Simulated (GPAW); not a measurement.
Crystal: TiSi2.

```
Ti Si
1.0
     0.00000    4.11752    4.26290
     2.38951    0.00000    4.26290
     2.38951    4.11752    0.00000
Ti Si
2 4
Direct
  0.75000 0.75000 0.75000
  0.50000 0.50000 0.50000
  0.41257 0.08743 0.41257
  0.08743 0.41257 0.08743
  0.16257 0.83743 0.16257
  0.83743 0.16257 0.83743
```

The cell is a database's computed one.

Base run:

```yaml
Program: GPAW 26.7.0
Functional: LDA
Potentials_or_basis: the program's PAW data sets (release 1.2.1) made for this functional
Cutoff: 450 eV
Basis: pw
k_mesh: 6 × 6 × 6
Occupations: fermi-dirac, width 0.05 eV
Spin: no spin polarisation
```

Its results: band gap on the k mesh none (metal or under the smearing width); pressure -4.6 GPa; largest force 0.112 eV/Å.

The run is repeated on the same cell with these changes: functional from LDA to PBE; potentials or basis from the program's PAW data sets (release 1.2.1) made for this functional to GPAW PAW data sets (gpaw-data 1.2.1). What comes out?

Band gap on the k mesh none (metal or under the smearing width); pressure 2.5 GPa; largest force 0.070 eV/Å.

Caveats: the cutoff is short for stress and forces, so pressures can be off by a GPa or more.
